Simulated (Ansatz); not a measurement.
This script for the Ansatz DFT code, driven from Python starts 6 runs on C, space group R-3m. What input does the engine get in each?

The script, `kconv.py`:
```python
"""k-point test for C."""

import argparse
import csv
import warnings

import ansatz as az
from pymatgen.core import Lattice, Structure
from pymatgen.io.ase import AseAtomsAdaptor

parser = argparse.ArgumentParser(description="k-point test for C.")
parser.add_argument("--filling", required=True, help="how the bands are filled")
parser.add_argument("--xc", default="r2SCAN", help="exchange-correlation functional")
args = parser.parse_args()

warnings.simplefilter("ignore", az.DeckWarning)

pmg_structure = Structure(
    Lattice([(1.233188, 0.711981, 8.282615), (-1.233188, 0.711981, 8.282615), (0.0, -1.423963, 8.282615)]),
    ["C", "C", "C", "C"],
    [
        (0.912827, 0.912827, 0.912827),
        (0.24615, 0.24615, 0.24615),
        (0.75385, 0.75385, 0.75385),
        (0.087173, 0.087173, 0.087173),
    ],
)
xtal = az.Crystal.from_ase(AseAtomsAdaptor.get_atoms(pmg_structure))

base = xtal.calculation()
base = base.occupations(args.filling, width=100 * az.meV)
base = base.functional(args.xc)
base = base.stress()

rows = []
for value in [(3, 3, 3), (5, 5, 5), (6, 6, 6), (8, 8, 8), (10, 10, 10), (13, 13, 13)]:
    report = base.kpoints(*value).run(threads=1, pin="off").report
    rows.append((value, report["free_energy_ev"] / len(report["lattice"]["sites"]), report["n_iterations"], sum(report["stress_gpa"][i][i] for i in range(3)) / 3, report["n_kpoints"]))

with open("kconv.csv", "w", newline="") as handle:
    writer = csv.writer(handle)
    writer.writerow(["mesh", "F/atom (eV)", "iterations", "P (GPa)", "k-points"])
    writer.writerows([round(v, 5) if isinstance(v, float) else v for v in row] for row in rows)

# the last row is the reference
for row in rows[:-1]:
    shift = 1000 * (row[1] - rows[-1][1])
    print(f"{row[0]}: {shift:+.2f} meV/atom" + ("  (within 1 meV)" if abs(shift) < 1 else ""))
```

Run 1:
```yaml
crystal:
  lattice:
    - [1.233188, 0.711981, 8.282615]
    - [-1.233188, 0.711981, 8.282615]
    - [0.0, -1.423963, 8.282615]
  atoms:
    - { symbol: C, position: [0.9128270000000002, 0.912827, 0.9128270000000002] }
    - { symbol: C, position: [0.24615000000000004, 0.24615, 0.24615000000000004] }
    - { symbol: C, position: [0.75385, 0.75385, 0.75385] }
    - { symbol: C, position: [0.087173, 0.087173, 0.087173] }
kpoints:
  mp_grid:
    grid: [3, 3, 3]
hamiltonian:
  xc: r2scan
scf:
  occupations:
    method: fermi_dirac
    width: 0.1
output:
  stress: true
```

Run 2, against run 1:
```diff
-    grid: [3, 3, 3]
+    grid: [5, 5, 5]
```

Run 3, against run 1:
```diff
-    grid: [3, 3, 3]
+    grid: [6, 6, 6]
```

Run 4, against run 1:
```diff
-    grid: [3, 3, 3]
+    grid: [8, 8, 8]
```

Run 5, against run 1:
```diff
-    grid: [3, 3, 3]
+    grid: [10, 10, 10]
```

Run 6, against run 1:
```diff
-    grid: [3, 3, 3]
+    grid: [13, 13, 13]
```

`python kconv.py --filling Fermi-Dirac` gives:
```text
(3, 3, 3): +268.82 meV/atom
(5, 5, 5): +14.31 meV/atom
(6, 6, 6): +21.77 meV/atom
(8, 8, 8): +1.36 meV/atom
(10, 10, 10): -1.29 meV/atom
```

Reading the output:
- Pressure is positive in compression.
- Shifts are counted from the finest mesh, which is itself no proven limit.
- Run time: 34 s on 1 thread of Arm Neoverse V2, on a shared host, peak memory 0.61 GiB.
